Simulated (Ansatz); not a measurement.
# InTe3Mo: the cost of one run

Computed with Ansatz 0.2.0 (DFT PBE, scalar-relativistic, plane waves, PAW, unless a step's input says otherwise).

## 1. The system as given

The structure is cubic, space group Pm-3m (No. 221). Conventional cell: a = 5.640 Å, b = 5.640 Å, c = 5.640 Å, α = 90.00°, β = 90.00°, γ = 90.00°. Around In (site symmetry m-3m) lie 12 Te at 3.99 Å. Te (site symmetry 4/mmm) is surrounded by 2 Mo at 2.82 Å and 4 In at 3.99 Å. Around Mo (site symmetry m-3m) lie 6 Te at 2.82 Å.

As a file:

```
In Te Mo
1.0
     5.63980    0.00000    0.00000
     0.00000    5.63980    0.00000
     0.00000    0.00000    5.63980
In Te Mo
1 3 1
Direct
  0.50000 0.50000 0.50000
  0.50000 0.00000 0.00000
  0.00000 0.50000 0.00000
  0.00000 0.00000 0.50000
  0.00000 0.00000 0.00000
```

A structure generator made this guess: random cell by space group and Wyckoff sites (Pm-3m, No. 221). The dimensions are guesses.

## 2. The guess as it stands, on a coarse mesh

Input file input.yaml:

```yaml
crystal:
  lattice:
    - [5.63979996, 0.0, 0.0]
    - [0.0, 5.63979996, 0.0]
    - [0.0, 0.0, 5.63979996]
  atoms:
    - { symbol: In, position: [0.5, 0.5, 0.5] }
    - { symbol: Te, position: [0.5, 0.0, 0.0] }
    - { symbol: Te, position: [0.0, 0.5, 0.0] }
    - { symbol: Te, position: [0.0, 0.0, 0.5] }
    - { symbol: Mo, position: [0.0, 0.0, 0.0] }
basis:
  ecutwfc: 420
kpoints:
  mp_grid: { grid: [4, 4, 4] }
hamiltonian:
  xc: pbe
scf:
  occupations: { method: gaussian, width: 0.1 }
  lower_state_search: "off"
output:
  forces: true
  stress: true
  eigenvalues: true
```

Launch:

```sh
ansatz run input.yaml --threads 1 --pin off --max-ram 2560MiB --backend cpu --events-out ev --progress --plain --runs-dir out
```

Q: Estimate wall time and peak memory on 1 thread of Arm Neoverse V2, shared host.

About 4.1 s, with a peak of 0.43 GiB.
